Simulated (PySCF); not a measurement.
**MgGe: bond curves at several levels of theory**

The task here is to estimate one member of a computed series from the others.

The runs use PySCF 2.14.0; Mg cc-pVDZ, Ge cc-pVDZ-PP with ECP10, scalar-relativistic core potentials.

Set-up of the first run:

Settings of the job:

```
atoms                         : Mg, Ge
charge                        : 0
basis                         : Mg cc-pVDZ, Ge cc-pVDZ-PP with ECP10
Hamiltonian                   : scalar-relativistic core potentials
basis functions               : 41
electrons treated             : 34
masses in u                   : 23.9850, 73.9212
levels                        : PBE0, PBE, r²SCAN, TPSSh, B97-3, TPSS, ωB97X, HF, MP2, SCS-MP2, CCSD, CCSD(T)
grid                          : 80 radial by 434 angular points
occupations                   : held fixed by the projection of orbital angular momentum
dissociation limit            : Mg + Ge, each in its ground configuration
starting distance in angstrom : 2.515
values of 2S to try           : 0, 2
```

Started as:

```console
$ OMP_NUM_THREADS=1 python dia.py task.json out
```

Steps of the session up to this table: The job; First curve: PBE0; Higher solutions at PBE0; PBE (GGA); r²SCAN (meta-GGA); TPSSh (hybrid meta-GGA); B97-3; TPSS (meta-GGA); ωB97X (range-separated hybrid); ROHF; Correlated methods on the Hartree–Fock reference.

One of the session's tables, all rows but one given; the rest of the session is left out.

Energy (eV) from each level's lowest point:

```
R (Å)   ROHF  ROHF-MP2  ROHF-SCS-MP2  ROHF-CCSD  ROHF-CCSD(T)
2.235  0.686     0.472         0.509        n/a           n/a
2.339  0.387     0.206         0.234      0.252         0.235
2.443      ?         ?             ?          ?             ?
2.521  0.111     0.013         0.023      0.027         0.021
2.599  0.054     0.000         0.000      0.000         0.000
2.677  0.020     0.012         0.003      0.000         0.007
2.781  0.000     0.055         0.032      0.030         0.046
2.911  0.000     0.132         0.093      0.095         0.124
3.067  0.019     0.234         0.177      0.190         0.234
3.275  0.054     0.362         0.285        n/a           n/a
```

**Question.** Estimate the row for R (Å) = 2.443.

Worked estimate for «ROHF». A straight line through the neighbours (2.339, 0.387) and (2.521, 0.111) gives 0.387 + (0.111 − 0.387) × (2.443 − 2.339) / (2.521 − 2.339) = 0.229; a parabola fitted to 4 rows on both sides gives 0.194.

As computed: ROHF: 0.199; ROHF-MP2: 0.063; ROHF-SCS-MP2: 0.081; ROHF-CCSD: 0.090; ROHF-CCSD(T): 0.079. In «ROHF» the line misses by +0.030 and the parabola by -0.005.
